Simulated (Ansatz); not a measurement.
**SrTl: the crystal squeezed far**

One table from this session's results is given with a row withheld; the runs are named, their logs left out.

Method: DFT LDA, with the methods named in each step, in Ansatz 0.2.0.

1 further run of the same task is left out (it didn't finish).

## The structure to begin with

Symmetry: Pm-3m, No. 221, cubic system. The conventional cell has a = 4.063 Å, b = 4.063 Å, c = 4.063 Å, α = 90.00°, β = 90.00°, γ = 90.00°. Sr (site symmetry m-3m) has 8 Tl at 3.52 Å as nearest neighbours. Tl (site symmetry m-3m) is surrounded by 8 Sr at 3.52 Å.

As a file:

```cif
data_structure
_symmetry_space_group_name_H-M 'P 1'
_symmetry_Int_Tables_number 1
_cell_length_a 4.0629
_cell_length_b 4.0629
_cell_length_c 4.0629
_cell_angle_alpha 90.000
_cell_angle_beta 90.000
_cell_angle_gamma 90.000
_cell_volume 67.06
loop_
_atom_site_label
_atom_site_type_symbol
_atom_site_fract_x
_atom_site_fract_y
_atom_site_fract_z
_atom_site_occupancy
Sr1 Sr 0.00000 0.00000 0.00000 1
Tl1 Tl 0.50000 0.50000 0.50000 1
```

Whether this phase is the stable one at these pressures isn't tested.

Atoms are numbered in the order of the input: Sr1, Tl2.

The first run:

input.yaml

```yaml
crystal:
  lattice:
    - [4.06285299, 0.0, 0.0]
    - [0.0, 4.06285299, 0.0]
    - [0.0, 0.0, 4.06285299]
  atoms:
    - { symbol: Sr, position: [0.0, 0.0, 0.0] }
    - { symbol: Tl, position: [0.5, 0.5, 0.5] }
kpoints:
  mp_grid: { grid: [9, 9, 9] }
  band_path:
    path:
      - [0.0, 0.0, 0.0]
      - [0.0, 0.5, 0.0]
      - [0.5, 0.5, 0.0]
      - [0.0, 0.0, 0.0]
      - [0.5, 0.5, 0.5]
      - [0.0, 0.5, 0.0]
      - [0.5, 0.5, 0.5]
      - [0.5, 0.5, 0.0]
    npoints: 14
scf:
  occupations: { method: fermi_dirac, width: 0.05 }
hamiltonian:
  xc: lda
  pseudopotentials: { kind: all_electron, lapw: { basis_error: 0.001 } }
output:
  forces: true
  stress: true
  eigenvalues: true
  populations: true
```

Launch:

```
$ ansatz run input.yaml --threads 1 --pin off --max-ram 2048MiB --backend cpu --events-out ev --progress --plain --runs-dir out
```

Steps of the session up to this table: The reference volume, LAPW; Volume scaled by 1, crystal datasets; Volume scaled by 0.85, LAPW; Volume scaled by 0.65, LAPW; Volume scaled by 0.4, LAPW.

One of the session's tables, all rows but one given; the rest of the session is left out.

```
          method  volume over the first  volume (Å³/atom)  pressure (GPa)
            LAPW                      1            33.532           -2.29
            LAPW                   0.85            28.502            3.30
            LAPW                   0.65            21.796           27.89
            LAPW                    0.4                 ?               ?
             PAW                      1            33.532           -2.29
             PAW                   0.85            28.502            3.30
             PAW                   0.65            21.796           27.87
             PAW                    0.4            13.413          188.70
crystal datasets                      1            33.532           -2.29
```

Q: Estimate the row for LAPW, 0.4 from the others.

The run gave: volume (Å³/atom): 13.413; pressure (GPa): 188.59.

To keep in mind: Rows by PAW come from runs of the same series that aren't printed here. Warnings in the runs' records: gradients without spin orbit, crystal datasets made.
